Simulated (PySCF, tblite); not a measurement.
**C₄H₁₄BNSi: geometry, infrared bands and NMR shifts**

What infrared bands and NMR shifts should C₄H₁₄BNSi (`[BH3-][N@H+]1CC[Si]1(C)C`) show?

Programs: tblite 0.8.0 and PySCF 2.14.0, with density-fitted response routines of our own. Each step states its level of theory. These are calculated values for one molecule in the gas phase, unless marked as measured. Atoms are numbered from 0 throughout.

**1. The starting structure**

21 atoms, charge 0, multiplicity 1; geometry from: force field or distance geometry start.

Bonds of the start (Å): B0–N1 1.53, N1–C2 1.45, C2–C3 1.51, C3–Si4 1.82, Si4–C5 1.85, Si4–C6 1.84, Si4–N1 1.79, B0–H7 1.17, B0–H8 1.19, B0–H9 1.22, N1–H10 1.02, C2–H11 1.10, C2–H12 1.11, C3–H13 1.11, C3–H14 1.10, C5–H15 1.09, C5–H16 1.13, C5–H17 1.10, C6–H18 1.11, C6–H19 1.13, C6–H20 1.10.

**2. Relaxing the molecule with GFN2-xTB**

What the job is given:

```
{"job": {"kind": "relax", "xc": "GFN2-xTB", "basis": "xTB"}, "charge": 0, "multiplicity": 1}
B     -1.573400    -1.289200    -0.560700
N     -0.835400     0.038200    -0.756900
C     -1.326100     0.983400     0.227700
C     -0.627400     0.159700     1.277400
Si     0.739500     0.150300     0.077700
C      1.627000     1.762200    -0.060500
C      1.725400    -1.380800    -0.177400
H     -0.909100    -2.135200    -0.089300
H     -1.990400    -1.655300    -1.617700
H     -2.556400    -1.109400     0.132400
H     -0.762300     0.366500    -1.725000
H     -0.816800     1.953700     0.112200
H     -2.434900     1.031600     0.328600
H     -0.511000     0.786700     2.189900
H     -1.116800    -0.786500     1.546900
H      1.615900     2.087300    -1.096400
H      2.671000     1.596800     0.334000
H      1.164000     2.478800     0.634000
H      1.922500    -1.470600    -1.266000
H      2.739500    -1.252600     0.298400
H      1.246100    -2.298500     0.190200
```

Started as:

```sh
$ OMP_NUM_THREADS=1 python probes_run.py task.json out
```

This one command runs all jobs of the session in turn.

**Question.** This job is followed by: GFN2-xTB harmonic vibrations, gas phase; GIAO PBE0/pcSseg-1 NMR shielding, non-relativistic, gas phase. Predict these results of the whole session: strongest single infrared mode (GFN2-xTB); zero-point energy (GFN2-xTB); 13C shifts against TMS (PBE0/pcSseg-1); 1H shifts against TMS (PBE0/pcSseg-1, means over atoms taken as alike); 11B shifts against BF3·OEt2 (PBE0/pcSseg-1); 15N shifts against NH3 (PBE0/pcSseg-1); 29Si shifts against TMS (PBE0/pcSseg-1); surface potential, 1st and 99th percentile.

The runs gave:

| quantity | value |
| --- | --- |
| strongest single infrared mode (GFN2-xTB) | 2397 cm⁻¹, 351 km/mol |
| zero-point energy (GFN2-xTB) | 110.8 kcal/mol |
| 13C shifts against TMS (PBE0/pcSseg-1) | 49.1, 15.8, 2.6, -0.1 ppm |
| 1H shifts against TMS (PBE0/pcSseg-1, means over atoms taken as alike) | 3.58, 3.45, 2.62, 1.87, 1.59, 1.51, 0.77, 0.41 ppm |
| 11B shifts against BF3·OEt2 (PBE0/pcSseg-1) | -22.9 ppm |
| 15N shifts against NH3 (PBE0/pcSseg-1) | 55.3 ppm |
| 29Si shifts against TMS (PBE0/pcSseg-1) | 47.4 ppm |
| surface potential, 1st and 99th percentile | -1.82 V and 1.79 V |

What this shows: Relaxing lowered the energy by 1.908 eV in 123 steps; the close pair that moved most is B0–N1, from 1.531 to 1.640 Å. The lowest mode is imaginary (32i cm⁻¹), so the xTB geometry is not a minimum. The strongest single mode, at 2397 cm⁻¹, moves mainly H9 and H7. GFN2-xTB is a fitted tight-binding method: band positions and strengths are rough. Its intensities can rank the bands wrongly. C2 (sp3 CH2 bonded to N) lies farthest downfield among carbon, at 49.1 ppm; deshielded by the electronegative neighbour. At PBE0/pcSseg-1: The largest span, 91 ppm, is at Si4, where the paramagnetic term is -580 ppm.
